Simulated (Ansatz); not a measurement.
**HfO (septet): wave-function methods side by side, def2-QZVPP**

One table from this session's results is given with a row withheld; the runs are named, their logs left out.

Method: def2-QZVPP, core rule «outside noble gas», up to 5 orbitals frozen; program: Ansatz 0.2.0, Gaussian basis.

To be run: UHF; ROHF; CCSD(T) on UHF.

### What is computed

The geometry is a PBE0/def2-TZVP stationary point (not a proven minimum) of the parent state, kept for this charge and spin. No spin-orbit coupling is included. Elements past krypton take def2 core potentials.

2 atoms, charge 0, spin multiplicity 7.

Atoms are counted from 1 here; the program's logs count them from 0.

Bond lengths: Hf1–O2 1.996 Å.

Set-up of the first run:

Contents of in.yaml:

```yaml
crystal:
  periodic: [false, false, false]
  atoms:
    - {symbol: Hf, position_ang: [0.000000, 0.000000, 0.000000]}
    - {symbol: O, position_ang: [0.000000, 0.000000, 1.995600]}
basis:
  gaussian: {orbitals: "def2-QZVPP.json"}
magnetization: {spin_polarized: true, initial_magnetization: 6}
hamiltonian: {xc: hf}
output: {orbitals: {seedname: orbitals}}
```

Launch:

```sh
ansatz run in.yaml --threads 1 --pin off --events-out ev --progress --plain --max-ram 4096MiB --backend cpu
```

Among the steps run: UHF; ROHF; CCSD(T) on UHF.

One table of the session follows, with a row left open; its other results are not shown here.

It belongs to the step «Misses and costs». 

```
  method  from UCCSD(T) (meV)
    ROHF              +6299.0
    UMP2               +886.7
   UCCSD                    ?
UCCSD(T)                    0
```

Q: Estimate the row for UCCSD from the others.

The run gave: from UCCSD(T) (meV): +172.2. In the column «from UCCSD(T) (meV)» it lies between UCCSD(T) (0) and UMP2 (+886.7).

Left out of the table: UHF (another determinant or state than the rows shown).

Limits of these values: Warnings: coupled cluster took another determinant than the lowest.
